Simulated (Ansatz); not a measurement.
**LaN: a single-point run**

The task is a single-point run on LaN. The structure is shown as the input types it. The cell is built on a prototype (CsCl type) and needn't be the phase found in nature.

Program: Ansatz 0.2.0. Level of theory: density functional or hybrid calculation with the settings of its input, plane waves (as first typed). These are calculated values, not measurements.

3 further runs of the same task are left out: 1 for a known fault of the program, 2 that didn't finish.

## 1. The system as given

The structure is cubic, space group Pm-3m (No. 221). Conventional cell: a = 3.166 Å, b = 3.166 Å, c = 3.166 Å, α = 90.00°, β = 90.00°, γ = 90.00°. La (site symmetry m-3m) has 8 N at 2.74 Å as nearest neighbours. N (site symmetry m-3m) has 8 La at 2.74 Å as nearest neighbours.

Coordinates:

```
CELL_PARAMETERS angstrom
3.16612 0.00000 0.00000
0.00000 3.16612 0.00000
0.00000 0.00000 3.16612
ATOMIC_POSITIONS crystal
La 0.00000 0.00000 0.00000
N 0.50000 0.50000 0.50000
```

## 2. Running it

The input, input.yaml:

```yaml
crystal:
  lattice:
    - [3.1661152769, 0.0, 0.0]
    - [0.0, 3.1661152769, 0.0]
    - [0.0, 0.0, 3.1661152769]
  atoms:
    - { symbol: La, position: [0.0, 0.0, 0.0] }
    - { symbol: "N", position: [0.5, 0.5, 0.5] }
kpoints:
  mp_grid: { grid: [6, 6, 6] }
hamiltonian:
  xc: pbesol
scf:
  occupations: { method: fermi_dirac, width: 0.02 }
  n_extra_bands: 4
  max_iter: 83
output:
  forces: true
  stress: true
  eigenvalues: true
basis:
  ecutwfc: 120
```

Started as:

```sh
> ansatz run input.yaml --threads 4 --pin off --max-ram 3686MiB --backend cpu --events-out ev --progress --plain --runs-dir out
```

Q: Will this input give a usable result? If not, why, and what should change?

This run ends as converged, with warnings (cutoff below recommended). Its log warns: «basis.ecutwfc = 120 eV is below the records' recommended 420 eV ...»

The suspect setting: basis.ecutwfc is 120. The basis cutoff is far too low: the plane waves can't represent the orbitals near the cores. The potentials' recommended cutoff is 420 eV.

To check: delete basis.ecutwfc (the default then holds).
